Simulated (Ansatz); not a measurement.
**C2H9NSi (SMILES CN(C)[SiH3]): r2SCAN0/6-31G(d) (spherical functions)**

What is the energy change on altering one bond length of C2H9NSi at r2SCAN0/6-31G* (spherical functions)? 

The calculation is run with Ansatz 0.2.0.

71 further runs of the same task are left out: 71 set aside as unsound or not needed.

## Step 1: Starting point

C2H9NSi has 13 atoms, charge 0, and is taken as a singlet. As SMILES, `CN(C)[SiH3]`. The shape is that of a PBE0-D4/def2-TZVP optimisation.

Bond lengths: C1–N2 1.442 Å, N2–C3 1.442 Å, N2–Si4 1.717 Å, C1–H5 1.101 Å, C1–H6 1.097 Å, C1–H7 1.092 Å, C3–H8 1.097 Å, C3–H9 1.101 Å, C3–H10 1.092 Å, Si4–H11 1.497 Å, Si4–H12 1.487 Å, Si4–H13 1.487 Å. Some angles: C1–N2–C3 113.7°, C1–N2–Si4 120.9°, C3–N2–Si4 120.9°, N2–C1–H5 112.8°, N2–C1–H6 110.4°, N2–C1–H7 110.5°, N2–C3–H8 110.4°, N2–C3–H9 112.8°, N2–C3–H10 110.5°, N2–Si4–H11 115.3°.

## Step 2: A single-point energy at r2SCAN0/6-31G(d) (spherical functions)

The input, input.yaml:

```yaml
crystal:
  periodic: [false, false, false]
  atoms:
    - {symbol: C, position_ang: [-0.853400, 1.051500, -0.567400]}
    - {symbol: N, position_ang: [-0.064300, 0.101400, 0.176900]}
    - {symbol: C, position_ang: [1.257300, 0.576800, 0.503700]}
    - {symbol: Si, position_ang: [-0.404400, -1.580400, 0.101900]}
    - {symbol: H, position_ang: [-0.416100, 1.292500, -1.548500]}
    - {symbol: H, position_ang: [-0.947500, 1.991500, -0.009400]}
    - {symbol: H, position_ang: [-1.860700, 0.663700, -0.735400]}
    - {symbol: H, position_ang: [1.197400, 1.509100, 1.079000]}
    - {symbol: H, position_ang: [1.870100, 0.778300, -0.388400]}
    - {symbol: H, position_ang: [1.787100, -0.156700, 1.115700]}
    - {symbol: H, position_ang: [0.068700, -2.275300, -1.137100]}
    - {symbol: H, position_ang: [-1.879700, -1.752300, 0.167000]}
    - {symbol: H, position_ang: [0.265600, -2.234700, 1.256700]}
basis:
  gaussian:
    orbitals: 6-31G_st_-spherical.json
hamiltonian:
  xc: {name: r2SCAN0}
accuracy: high
output:
  orbitals: {seedname: orbitals}
```

The basis set 6-31G* is read from a file made from the Basis Set Exchange's data (not shown).

The run is started by

```console
$ ansatz run input.yaml --threads 1 --pin off --max-ram 2610MiB --events-out events.jsonl --progress --plain --runs-dir runs
```

Log:

```text
Warning: RAYON_NUM_THREADS=1 ignored (pool sized by the plan → 1); use --threads N
Functional definition: r2SCAN0
  name "r2SCAN0"
  parameter a = 0.25
  parameter k0 = 0.174
  parameter k1 = 0.065
  parameter a1 = 4.9479
  exchange = (1 - a)*r2scan_x(k0 = k0, k1 = k1, a1 = a1) + a*exact_x
  correlation = r2scan_c
1974 factors; integrals over basis functions are off by at most 4.0e-9 eV
mean field evaluation 1: about -11579.5191 eV, gradient 4.4e1 eV
mean field evaluation 2: about -11576.4181 eV, gradient 5.7e1 eV
mean field evaluation 4: about -11583.9301 eV, gradient 1.9e0 eV
mean field evaluation 8: about -11584.2688 eV, gradient 1.2e-1 eV
mean field evaluation 16: about -11584.2689 eV, gradient 6.5e-6 eV
mean field -11584.26886142 eV, -425.7140285578 hartree, gradient 6.7e-8 eV, S^2 0.000000; 0 other end points of the search recorded, 0 dependent functions left out
reference -11584.26886203 eV, -425.7140285800 hartree; 21, 21 occupied and 57, 57 virtual orbitals, 1974 factors
Total energy: -11584.26886203 eV, -425.7140285800 hartree
```

It took 17 s on 1 thread of Arm Neoverse V1, shared host; peak memory 0.33 GiB.

## Step 3: The distorted shape at the same level

The input, run.yaml:

```yaml
crystal:
  periodic: [false, false, false]
  atoms:
    - symbol: C
      position_ang: [-1.159777, 0.950758, -0.121384]
    - symbol: "N"
      position_ang: [-0.370677, 0.000658, 0.622916]
    - symbol: C
      position_ang: [0.950923, 0.476058, 0.949716]
    - symbol: Si
      position_ang: [-0.710777, -1.681142, 0.547916]
    - symbol: H
      position_ang: [-0.722477, 1.191758, -1.102484]
    - symbol: H
      position_ang: [-1.253877, 1.890758, 0.436616]
    - symbol: H
      position_ang: [-2.167077, 0.562958, -0.289384]
    - symbol: H
      position_ang: [0.891023, 1.408358, 1.525016]
    - symbol: H
      position_ang: [1.870100, 0.778300, -0.388400]
    - symbol: H
      position_ang: [1.480723, -0.257442, 1.561716]
    - symbol: H
      position_ang: [-0.237677, -2.376042, -0.691084]
    - symbol: H
      position_ang: [-2.186077, -1.853042, 0.613016]
    - symbol: H
      position_ang: [-0.040777, -2.335442, 1.702716]
basis:
  gaussian: {orbitals: 6-31G_st_-spherical.json}
hamiltonian: {xc: {name: r2SCAN0}}
accuracy: high
output: {orbitals: {seedname: orbitals}}
```

The basis set 6-31G* is read from a file made from the Basis Set Exchange's data (not shown).

The run is started by

```console
$ ansatz run run.yaml --threads 1 --pin off --max-ram 2610MiB --events-out events.jsonl --progress --plain --runs-dir runs
```

Log, cut to the lines that bear on the results:

```text
Warning: RAYON_NUM_THREADS=1 ignored (pool sized by the plan → 1); use --threads N
[... 8 set-up lines as earlier in the session ...]
1981 factors; integrals over basis functions are off by at most 4.0e-9 eV
mean field evaluation 1: about -11577.5621 eV, gradient 4.3e1 eV
mean field evaluation 2: about -11572.5022 eV, gradient 6.2e1 eV
mean field evaluation 4: about -11582.0256 eV, gradient 2.6e0 eV
mean field evaluation 8: about -11582.3527 eV, gradient 2.4e-1 eV
mean field evaluation 16: about -11582.3529 eV, gradient 1.8e-5 eV
mean field -11582.35290314 eV, -425.6436183896 hartree, gradient 5.0e-8 eV, S^2 0.000000; 0 other end points of the search recorded, 0 dependent functions left out
reference -11582.35290375 eV, -425.6436184120 hartree; 21, 21 occupied and 57, 57 virtual orbitals, 1981 factors
Total energy: -11582.35290375 eV, -425.6436184120 hartree
```

Wall time 16 s (1 thread of Arm Neoverse V1, shared host); peak memory 0.31 GiB.

## Step 4: Results

At r2SCAN0/6-31G* (spherical functions):

| quantity | value |
| --- | --- |
| first shape: total energy | -425.71403 Eh |
| first shape: HOMO energy | -6.37 eV |
| first shape: LUMO energy | 1.35 eV |
| first shape: HOMO–LUMO gap | 7.72 eV |
| distorted shape: total energy | -425.64362 Eh |
| distorted shape: HOMO energy | -6.49 eV |
| distorted shape: LUMO energy | 0.60 eV |
| distorted shape: HOMO–LUMO gap | 7.09 eV |
| energy change with the C3–H9 bond stretched from 1.101 to 1.651 Å | 1.916 eV |

With the C3–H9 bond stretched from 1.101 to 1.651 Å the energy rises by 1.92 eV (44 kcal/mol). The first shape isn't relaxed at this level, so the change isn't measured from a minimum.
